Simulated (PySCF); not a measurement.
# FH6NSi2: the cost of one run

The runs use PySCF 2.14.0, with density-fitted response routines of our own; the level of theory stands in each step. All values are computed, except where a source is named. Atoms count from 0, in the outputs and in this text.

## 1. Starting geometry

10 atoms, charge 0, multiplicity 1; geometry from: PBE0-D3(BJ)/def2-SVP.

Bonds of the start (Å): N0–Si1 1.74, Si1–Si2 2.34, Si2–F3 1.63, N0–H4 1.01, N0–H5 1.01, Si1–H6 1.50, Si1–H7 1.49, Si2–H8 1.50, Si2–H9 1.49.

## 2. Excited states and response: LDA/def2-SVPD

What the job is given:

```
{"job": {"kind": "uv", "xc": "LDA", "basis": "def2-SVPD", "ip": true}, "charge": 0, "multiplicity": 1}
N     -1.662826     0.273623    -0.504408
Si    -0.518279    -0.493820     0.557096
Si     1.581596     0.181481    -0.236881
F      2.772054    -0.267677     0.789627
H     -2.596738    -0.114146    -0.585582
H     -1.699199     1.286654    -0.543149
H     -0.633557    -0.170392     2.021156
H     -0.702926    -1.969963     0.415547
H      1.629755     1.671840    -0.364094
H      1.880918    -0.417665    -1.571394
```

Method: TDDFT LDA/def2-SVPD, vertical, gas phase, core orbitals frozen in the response.

Run with:

```console
$ OMP_NUM_THREADS=1 python probes_run.py task.json out
```

This one command runs all jobs of the session in turn.

**Question.** How long does this first job take on 1 thread of Arm Neoverse V1, shared host, and how much memory does it need?

About 34 s, with a peak of 0.39 GiB.
